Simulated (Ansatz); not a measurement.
# MgRh: the cost of one run

Program: Ansatz 0.2.0, driven from Python. Level of theory: DFT r2SCAN, plane waves, PAW. These are calculated values, not measurements.

## Step 1: Starting point

It takes space group Pm-3m (No. 221, cubic). Conventional cell: a = 3.099 Å, b = 3.099 Å, c = 3.099 Å, α = 90.00°, β = 90.00°, γ = 90.00°. Mg (site symmetry m-3m) has 8 Rh at 2.68 Å as nearest neighbours. Rh (site symmetry m-3m) is surrounded by 8 Mg at 2.68 Å.

The script holds or builds the structure itself.

## Step 2: The script

eos_mgrh.py

```python
"""Energy against volume for MgRh, with a fit."""

import logging
import sys

import ansatz as az
import numpy as np
from scipy.optimize import curve_fit

logging.basicConfig(stream=sys.stdout, format="%(levelname)s %(message)s")
log = logging.getLogger("calc")
log.setLevel(logging.INFO)

XC = "r2scan"
OCCUPATIONS = "fermi_dirac"
KMESH = (7, 7, 7)

VECTORS = np.array([
    [3.0992, 0.0, 0.0],
    [0.0, 3.0992, 0.0],
    [0.0, 0.0, 3.0992],
])
SITES = [
    ("Mg", (0.0, 0.0, 0.0)),
    ("Rh", (0.5, 0.5, 0.5)),
]


def make_crystal(cell):
    crystal = az.Crystal(lattice=az.Lattice.of(cell))
    for symbol, position in SITES:
        crystal = crystal.atom(symbol, position)
    return crystal

def vinet(v, e0, v0, b0, b1):
    eta = (v / v0) ** (1 / 3)
    return e0 + 2 * b0 * v0 / (b1 - 1) ** 2 * (2 - (5 + 3 * b1 * (eta - 1) - 3 * eta) * np.exp(-1.5 * (b1 - 1) * (eta - 1)))


def main() -> None:
    # scale the volume, keep shape and fractions
    volumes, energies = [], []
    for scale in np.linspace(0.95, 1.07, 5):
        cell = VECTORS * scale ** (1 / 3)
        job = (
            make_crystal(cell).calculation()
            .functional(XC)
            .occupations(OCCUPATIONS, width=100 * az.meV)  # smearing steadies the SCF of a metal
            .basis(41 * az.Ry)
            .kpoints(*KMESH)
        )
        summary = job.run(threads=1, backend="cpu").report
        volumes.append(abs(np.linalg.det(cell)) / len(SITES))
        energies.append(summary["free_energy_ev"] / len(SITES))
        log.info(f"V = {volumes[-1]:8.4f} A^3/atom  F = {energies[-1]:.5f} eV/atom")

    guess = (min(energies), volumes[int(np.argmin(energies))], 0.5, 4.5)
    (e0, v0, b0, b1), _ = curve_fit(vinet, np.array(volumes), np.array(energies), p0=guess, maxfev=20000)
    log.info(f"Vinet fit: V0 = {v0:.4f} A^3/atom, B0 = {160.21766 * b0:.1f} GPa, B1 = {b1:.2f}")
    print("largest residual", round(1000 * float(np.abs(vinet(np.array(volumes), e0, v0, b0, b1) - energies).max()), 3), "meV/atom")


if __name__ == "__main__":
    main()
```

## Step 3: The calls as engine input

The engine receives this input (first run):

```yaml
crystal:
  lattice:
    - [3.046661036665838, 0.0, 0.0]
    - [0.0, 3.046661036665838, 0.0]
    - [0.0, 0.0, 3.046661036665838]
  atoms:
    - { symbol: Mg, position: [0.0, 0.0, 0.0] }
    - { symbol: Rh, position: [0.5, 0.5, 0.5] }
basis:
  ecutwfc: 557.833418042754
kpoints:
  mp_grid:
    grid: [7, 7, 7]
hamiltonian:
  xc: r2scan
scf:
  occupations:
    method: fermi_dirac
    width: 0.1
```

## Step 4: Running it

The run is started by

```sh
python eos_mgrh.py
```

What time and memory should one allow on 1 thread of Arm Neoverse V1, shared host?

About 9.6 s, with a peak of 0.44 GiB.
